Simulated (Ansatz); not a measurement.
# CH5GaO: the cost of one run

Program: Ansatz 0.2.0. Level of theory: RKS PBE/def2-SVP. These are calculated values, not measurements.

### Step 1. Starting point

Bond lengths: Ga1–O2 2.194 Å, Ga1–C3 2.000 Å, Ga1–H5 1.611 Å, O2–H6 0.958 Å, C3–H7 1.090 Å, C3–H8 1.089 Å. Angles: Ga1–O2–H6 155.6°, O2–Ga1–C3 74.3°, O2–Ga1–H5 114.8°, C3–Ga1–H5 170.9°, Ga1–C3–H7 111.1°, Ga1–C3–H8 111.3°, H7–C3–H8 110.5°.

Structure file:

```xyz
8

Ga   -0.8777    0.3569   -0.7140
O    -0.3310   -1.3621    0.5343
C     0.8941    0.8143    0.0926
H     0.5814   -0.4532    0.5829
H    -2.2916    0.2178   -1.4741
H    -0.4488   -2.2288    0.9257
H     0.8206    1.6969    0.7276
H     1.6529    0.9583   -0.6750
```

### Step 2. A restrained relaxation towards end A

Springs on the bonds that form and break draw the guess towards this end; the thresholds are loose.

input.yaml

```yaml
crystal:
  periodic: [false, false, false]
  atoms:
    - { symbol: Ga, position_ang: [-0.8777, 0.3569, -0.714] }
    - { symbol: O, position_ang: [-0.331, -1.3621, 0.5343] }
    - { symbol: C, position_ang: [0.8941, 0.8143, 0.0926] }
    - { symbol: H, position_ang: [0.5814, -0.4532, 0.5829] }
    - { symbol: H, position_ang: [-2.2916, 0.2178, -1.4741] }
    - { symbol: H, position_ang: [-0.4488, -2.2288, 0.9257] }
    - { symbol: H, position_ang: [0.8206, 1.6969, 0.7276] }
    - { symbol: H, position_ang: [1.6529, 0.9583, -0.675] }
basis:
  gaussian: { orbitals: def2-SVP }
hamiltonian:
  xc: pbe
relax:
  f_tol: 0.15
  max_steps: 25
  restrain:
    - { distance: [3, 1], at: 2.27, k: 30.0 }
    - { distance: [0, 1], at: 1.88, k: 30.0 }
    - { distance: [3, 2], at: 1.07, k: 30.0 }
```

The run is started by

```sh
$ ansatz run input.yaml --threads 2 --pin off --max-ram 3072MiB --backend cpu --events-out ev --progress --plain --runs-dir out
```

**Question.** How long does this run take on 2 threads of Arm Neoverse V1, shared host, and how much memory does it need?

About 17 s, with a peak of 0.12 GiB.
